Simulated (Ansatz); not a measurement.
# CH12GeO12Si3: up Jacob's ladder to CCSD(T)

One table from this session's results is given with a row withheld; the runs are named, their logs left out.

The runs use Ansatz 0.2.0, Gaussian basis; functionals in def2-TZVPP, the program's frozen cores in correlated methods.

The runs, in order: LDA (SPW92), PBE-D4, revPBE-D4, BLYP-D4, r2SCAN-D4, B97M-V, PBE0-D4, B3LYP-D4, r2SCANh-D4, r2SCAN0-D4, HSE06-D4, BHLYP-D4, CAM-B3LYP-D4, LC-ωPBE, ωB97X-V, ωB97M-V, B2PLYP, PBE-QIDH; CCSD(T)/def2-SVP; MP2/def2-TZVPP; MP2/def2-QZVPP; RPA on PBE.

**The relaxed structure**

The geometry comes from an earlier relaxation with PBE0-D4 in a triple-zeta def2 set; it is a stationary point, not always the lowest conformer.

SMILES `[CH3][Ge]([O][Si](O)(O)O)([O][Si](O)(O)O)[O][Si](O)(O)O`, 29 atoms, charge 0, spin multiplicity 1.

Atoms are counted from 1 here; the program's logs count them from 0.

Bond lengths: C1–Ge2 1.910 Å, C1–H18 1.089 Å, C1–H19 1.089 Å, C1–H20 1.089 Å, Ge2–O3 1.769 Å, Ge2–O8 1.758 Å, Ge2–O13 1.771 Å, O3–Si4 1.624 Å, Si4–O5 1.645 Å, Si4–O6 1.631 Å, Si4–O7 1.622 Å, O5–H21 0.959 Å, O6–H22 0.979 Å, O7–H23 0.958 Å, O8–Si9 1.628 Å, Si9–O10 1.616 Å, Si9–O11 1.661 Å, Si9–O12 1.622 Å and more. Angles: Ge2–C1–H18 109.6°, Ge2–C1–H19 109.4°, Ge2–C1–H20 108.5°, H18–C1–H19 109.5°, H18–C1–H20 110.0°, H19–C1–H20 109.7°, C1–Ge2–O3 111.1°, C1–Ge2–O8 112.4°, C1–Ge2–O13 114.6°, O3–Ge2–O8 107.3°, O3–Ge2–O13 106.6°, O8–Ge2–O13 104.2°, Ge2–O3–Si4 136.6°, O3–Si4–O5 110.7°, O3–Si4–O6 111.7°, O3–Si4–O7 109.1°, O5–Si4–O6 105.9°, O5–Si4–O7 108.6° and more.

Set-up of the first run:

in.yaml reads:

```yaml
crystal:
  periodic: [false, false, false]
  atoms:
    - {symbol: C, position_ang: [-2.056465, -1.635180, -1.843370]}
    - {symbol: Ge, position_ang: [-0.629630, -0.743877, -0.938848]}
    - {symbol: O, position_ang: [-1.039728, 0.944409, -0.608340]}
    - {symbol: Si, position_ang: [-0.333216, 2.206580, 0.130028]}
    - {symbol: O, position_ang: [0.569648, 3.072815, -0.938009]}
    - {symbol: O, position_ang: [0.697051, 1.722658, 1.297474]}
    - {symbol: O, position_ang: [-1.481078, 3.175484, 0.741754]}
    - {symbol: O, position_ang: [0.860422, -0.747001, -1.871429]}
    - {symbol: Si, position_ang: [2.324115, -0.133451, -1.507412]}
    - {symbol: O, position_ang: [2.581981, 1.372447, -2.034072]}
    - {symbol: O, position_ang: [2.431116, -0.081345, 0.149614]}
    - {symbol: O, position_ang: [3.418989, -1.123269, -2.179309]}
    - {symbol: O, position_ang: [-0.173138, -1.466768, 0.612585]}
    - {symbol: Si, position_ang: [-0.930634, -1.401063, 2.058195]}
    - {symbol: O, position_ang: [-0.232352, -0.296362, 3.018787]}
    - {symbol: O, position_ang: [-2.491409, -1.081897, 1.670887]}
    - {symbol: O, position_ang: [-0.883246, -2.823879, 2.847560]}
    - {symbol: H, position_ang: [-2.288133, -1.109429, -2.769054]}
    - {symbol: H, position_ang: [-1.758230, -2.658158, -2.070398]}
    - {symbol: H, position_ang: [-2.928378, -1.642419, -1.190235]}
    - {symbol: H, position_ang: [0.089672, 3.602023, -1.578037]}
    - {symbol: H, position_ang: [1.470040, 1.211906, 0.981074]}
    - {symbol: H, position_ang: [-2.296752, 2.756086, 1.019305]}
    - {symbol: H, position_ang: [1.998868, 2.075826, -1.708895]}
    - {symbol: H, position_ang: [2.046710, -0.852632, 0.583373]}
    - {symbol: H, position_ang: [4.289701, -0.757211, -2.339594]}
    - {symbol: H, position_ang: [0.079493, 0.517757, 2.587524]}
    - {symbol: H, position_ang: [-3.138685, -1.187995, 2.369195]}
    - {symbol: H, position_ang: [-0.196714, -2.916024, 3.509647]}
basis:
  gaussian: {orbitals: def2-TZVPP}
hamiltonian: {xc: lda}
output: {orbitals: {seedname: orbitals}}
```

Started as:

```console
ansatz run in.yaml --threads 11 --pin off --events-out ev --progress --plain --max-ram 110592MiB --backend cuda --devices 0, --max-vram 75GiB
```

Steps of the session up to this table: LDA; PBE-D4 (GGA); revPBE-D4 (GGA); BLYP-D4 (GGA); r2SCAN-D4 (meta-GGA); B97M-V (meta-GGA); B3LYP-D4 (hybrid); r2SCANh-D4 (hybrid); r2SCAN0-D4 (hybrid); HSE06-D4 (hybrid); BHLYP-D4 (hybrid); CAM-B3LYP-D4 (range-separated); LC-ωPBE (range-separated); ωB97X-V (range-separated); ωB97M-V (range-separated); B2PLYP (double hybrid); PBE-QIDH (double hybrid).

One table of the session follows, with a row left open; its other results are not shown here.

It belongs to the step «Frontier levels by functional». 

```
  functional  HOMO (eV)  gap (eV)
 LDA (SPW92)      -7.37      6.05
      PBE-D4      -7.14      6.09
   revPBE-D4      -7.05      6.15
     BLYP-D4      -7.05      6.02
   r2SCAN-D4      -7.56      7.00
      B97M-V      -7.65      6.79
     PBE0-D4      -8.89      8.75
    B3LYP-D4      -8.61      8.14
  r2SCANh-D4      -8.21      7.95
  r2SCAN0-D4      -9.19      9.36
    HSE06-D4      -8.48      7.98
    BHLYP-D4     -10.56     11.16
CAM-B3LYP-D4     -10.40     11.08
     LC-ωPBE          ?         ?
     ωB97X-V     -11.41     13.18
     ωB97M-V     -11.34     12.71
```

Estimate the missing values for LC-ωPBE.

As computed: HOMO (eV): -11.76; gap (eV): 13.80. In the column «HOMO (eV)» it is the lowest.
